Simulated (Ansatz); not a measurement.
# B2H7PSi2: one species, many methods

One table from this session's results is given with a row withheld; the runs are named, their logs left out.

The runs use Ansatz 0.2.0, Gaussian basis; functionals in def2-TZVPP, the program's frozen cores in correlated methods.

Plan: LDA (SPW92), PBE-D4, revPBE-D4, BLYP-D4, r2SCAN-D4, B97M-V, PBE0-D4, B3LYP-D4, r2SCANh-D4, r2SCAN0-D4, HSE06-D4, BHLYP-D4, CAM-B3LYP-D4, LC-ωPBE, ωB97X-V, ωB97M-V, B2PLYP, PBE-QIDH; CCSD(T)/def2-SVP; CCSD(T)/def2-TZVPP; MP2/def2-QZVPP; extrapolation to the limit; RPA on PBE.

**The relaxed structure**

All runs share one geometry, relaxed beforehand with PBE0-D4 in a triple-zeta def2 set.

12 atoms, charge 0, spin multiplicity 1.

Atoms are counted from 1 here; the program's logs count them from 0.

Bond lengths: B1–P2 2.030 Å, B1–Si3 2.192 Å, B1–Si5 2.171 Å, B1–H6 1.315 Å, B1–H7 1.192 Å, P2–Si3 2.193 Å, P2–H8 1.424 Å, Si3–B4 1.891 Å, Si3–H9 1.494 Å, B4–Si5 1.923 Å, B4–H10 1.193 Å, Si5–H6 1.685 Å, Si5–H11 1.483 Å, Si5–H12 1.481 Å. Angles: P2–B1–Si3 62.5°, P2–B1–Si5 112.8°, P2–B1–H6 97.4°, P2–B1–H7 118.7°, Si3–B1–Si5 96.1°, Si3–B1–H6 133.3°, Si3–B1–H7 123.8°, Si5–B1–H6 50.9°, Si5–B1–H7 124.9°, H6–B1–H7 102.9°, B1–P2–Si3 62.4°, B1–P2–H8 92.6°, Si3–P2–H8 93.3°, B1–Si3–P2 55.1°, B1–Si3–B4 55.9°, B1–Si3–H9 116.0°, P2–Si3–B4 106.0°, P2–Si3–H9 112.2° and more.

The first run:

Input file in.yaml:

```yaml
crystal:
  periodic: [false, false, false]
  atoms:
    - {symbol: B, position_ang: [-0.220164, 0.089665, 0.856856]}
    - {symbol: P, position_ang: [-1.897870, -0.983910, 0.467135]}
    - {symbol: Si, position_ang: [0.026080, -1.852302, -0.128657]}
    - {symbol: B, position_ang: [1.211045, -0.395365, -0.346888]}
    - {symbol: Si, position_ang: [0.423367, 1.289411, -0.834022]}
    - {symbol: H, position_ang: [-0.667229, 1.257121, 0.450026]}
    - {symbol: H, position_ang: [0.075100, 0.298139, 1.992764]}
    - {symbol: H, position_ang: [-2.092693, -0.346917, -0.790911]}
    - {symbol: H, position_ang: [0.429073, -2.989107, 0.753062]}
    - {symbol: H, position_ang: [2.367031, -0.476904, -0.063811]}
    - {symbol: H, position_ang: [-0.683519, 1.489467, -1.800276]}
    - {symbol: H, position_ang: [1.106680, 2.565701, -0.521176]}
basis:
  gaussian: {orbitals: def2-TZVPP}
hamiltonian: {xc: lda}
output: {orbitals: {seedname: orbitals}}
```

Among the steps run: LDA; PBE-D4 (GGA); revPBE-D4 (GGA); BLYP-D4 (GGA); r2SCAN-D4 (meta-GGA); B97M-V (meta-GGA); PBE0-D4 (hybrid); B3LYP-D4 (hybrid); r2SCANh-D4 (hybrid); r2SCAN0-D4 (hybrid); HSE06-D4 (hybrid); BHLYP-D4 (hybrid); CAM-B3LYP-D4 (range-separated); LC-ωPBE (range-separated); ωB97X-V (range-separated); ωB97M-V (range-separated); B2PLYP (double hybrid); PBE-QIDH (double hybrid).

One of the session's tables, all rows but one given; the rest of the session is left out.

It belongs to the step «Frontier levels by functional». 

```
  functional  HOMO (eV)  LUMO (eV)  gap (eV)
 LDA (SPW92)      -6.32      -3.08      3.24
      PBE-D4      -6.18      -2.93      3.25
   revPBE-D4      -6.13      -2.87      3.25
     BLYP-D4      -5.96      -2.76      3.21
   r2SCAN-D4      -6.35      -2.84      3.51
      B97M-V      -6.40      -2.88      3.52
     PBE0-D4      -7.07      -2.20      4.87
    B3LYP-D4      -6.84      -2.33      4.51
  r2SCANh-D4      -6.68      -2.56      4.12
  r2SCAN0-D4          ?          ?         ?
    HSE06-D4      -6.69      -2.57      4.12
    BHLYP-D4      -7.76      -1.30      6.46
CAM-B3LYP-D4      -8.17      -1.16      7.00
     LC-ωPBE      -9.42      -0.24      9.18
     ωB97X-V      -9.12      -0.27      8.85
     ωB97M-V      -8.99      -0.39      8.59
```

**Question.** Estimate the row for r2SCAN0-D4.

Worked estimate for «HOMO (eV)». Against the share of exact exchange, r2SCAN-D4 (0, -6.35), r2SCANh-D4 (0.1, -6.68) give a slope of -3.30 per unit share; at 0.25 the line stands at -7.17.

The run gave: HOMO (eV): -7.18; LUMO (eV): -2.16; gap (eV): 5.03. In «HOMO (eV)» the line misses by +0.01.
